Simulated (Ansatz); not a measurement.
# LaAg: the crystal squeezed far

The task here is to estimate one member of a computed series from the others.

Computed with Ansatz 0.2.0 (DFT PBEsol, with the methods named in each step, unless a step's input says otherwise).

**The structure to begin with**

Symmetry: Pm-3m, No. 221, cubic system. Conventional cell: a = 3.760 Å, b = 3.760 Å, c = 3.760 Å, α = 90.00°, β = 90.00°, γ = 90.00°. La (site symmetry m-3m) has 8 Ag at 3.26 Å as nearest neighbours. Ag (site symmetry m-3m) is surrounded by 8 La at 3.26 Å.

Coordinates:

```cif
data_structure
_symmetry_space_group_name_H-M 'P 1'
_symmetry_Int_Tables_number 1
_cell_length_a 3.7600
_cell_length_b 3.7600
_cell_length_c 3.7600
_cell_angle_alpha 90.000
_cell_angle_beta 90.000
_cell_angle_gamma 90.000
_cell_volume 53.16
loop_
_atom_site_label
_atom_site_type_symbol
_atom_site_fract_x
_atom_site_fract_y
_atom_site_fract_z
_atom_site_occupancy
La1 La 0.50000 0.50000 0.50000 1
Ag1 Ag 0.00000 0.00000 0.00000 1
```

Whether this phase is the stable one at these pressures isn't tested.

Atoms are numbered in the order of the input: La1, Ag2.

The first run:

Contents of input.yaml:

```yaml
crystal:
  lattice:
    - [3.76, 0.0, 0.0]
    - [0.0, 3.76, 0.0]
    - [0.0, 0.0, 3.76]
  atoms:
    - { symbol: La, position: [0.5, 0.5, 0.5] }
    - { symbol: Ag, position: [0.0, 0.0, 0.0] }
kpoints:
  mp_grid: { grid: [10, 10, 10] }
  band_path:
    path:
      - [0.0, 0.0, 0.0]
      - [0.0, 0.5, 0.0]
      - [0.5, 0.5, 0.0]
      - [0.0, 0.0, 0.0]
      - [0.5, 0.5, 0.5]
      - [0.0, 0.5, 0.0]
      - [0.5, 0.5, 0.5]
      - [0.5, 0.5, 0.0]
    npoints: 14
scf:
  occupations: { method: fermi_dirac, width: 0.05 }
hamiltonian:
  xc: pbesol
  pseudopotentials: { kind: all_electron, lapw: { basis_error: 0.001 } }
output:
  forces: true
  stress: true
  eigenvalues: true
  populations: true
```

Started as:

```console
$ ansatz run input.yaml --threads 1 --pin off --max-ram 2048MiB --backend cpu --events-out ev --progress --plain --runs-dir out
```

Among the steps run: The reference volume, LAPW; Volume scaled by 1, crystal datasets; Volume scaled by 0.9, LAPW; Volume scaled by 0.75, LAPW; Volume scaled by 0.55, LAPW; Volume scaled by 0.55, crystal datasets.

One table of the session follows, with a row left open; its other results are not shown here.

```
          method  volume over the first  volume (Å³/atom)  pressure (GPa)
            LAPW                      1            26.579           -0.31
            LAPW                    0.9                 ?               ?
            LAPW                   0.75            19.934           29.36
            LAPW                   0.55            14.618          119.65
             PAW                      1            26.579           -0.32
             PAW                    0.9            23.921            6.99
             PAW                   0.75            19.934           29.35
             PAW                   0.55            14.618          119.84
crystal datasets                      1            26.579           -0.31
crystal datasets                   0.55            14.618          119.65
```

Estimate the missing values for LAPW, 0.9.

**Answer.** volume (Å³/atom): 23.921; pressure (GPa): 7.00.

Limits of these values: Warnings in the runs' records: gradients without spin orbit, crystal datasets made.
